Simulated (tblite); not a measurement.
# C6H11BN2O: the cost of one run

The runs use tblite 0.8.0 and PySCF 2.14.0, with density-fitted response routines of our own; the level of theory stands in each step. All values are computed, except where a source is named. Atoms count from 0, in the outputs and in this text.

## (1) The molecule as given

21 atoms, charge 0, multiplicity 1; geometry from: force field or distance geometry start.

Bonds of the start (Å): C0–C1 1.29, C1–C2 1.44, C2–N3 1.27, N3–B4 1.51, B4–C5 1.58, B4–C6 1.60, C2–C7 1.47, C7–N8 1.43, C7–O9 1.26, C0–H10 1.09, C0–H11 1.08, C1–H12 1.11, C5–H13 1.10, C5–H14 1.09, C5–H15 1.10, C6–H16 1.10, C6–H17 1.13, C6–H18 1.09, N8–H19 1.04, N8–H20 1.06.

## (2) Geometry optimisation with GFN2-xTB

What the job is given:

```
{"job": {"kind": "relax", "xc": "GFN2-xTB", "basis": "xTB"}, "charge": 0, "multiplicity": 1}
C     -0.289000     1.698300     1.720200
C      0.856100     1.336500     1.241300
C      1.181500     0.321600     0.270400
N      0.359400    -0.416400    -0.364600
B     -1.137700    -0.419500    -0.186300
C     -2.141800     0.360000    -1.130200
C     -1.721500    -1.740400     0.493700
C      2.604900     0.144600    -0.052900
N      3.023000    -0.831400    -1.014800
O      3.426400     0.881700     0.562400
H     -0.297900     2.494900     2.470900
H     -1.271300     1.320800     1.467700
H      1.728100     1.869800     1.676800
H     -1.754800     1.339000    -1.460800
H     -2.370100    -0.201700    -2.042000
H     -3.074800     0.538700    -0.570000
H     -1.060700    -1.954100     1.350700
H     -1.618000    -2.604200    -0.233200
H     -2.790000    -1.679800     0.712100
H      3.728700    -0.637600    -1.750200
H      2.610600    -1.803900    -1.006800
```

Command:

```sh
$ OMP_NUM_THREADS=1 python probes_run.py task.json out
```

This one command runs all jobs of the session in turn.

Q: Estimate the wall time and peak memory of this first job on 1 thread of Intel Xeon Platinum 8259CL at 2.50GHz, shared host.

About 1.1 s, with a peak of 0.18 GiB.
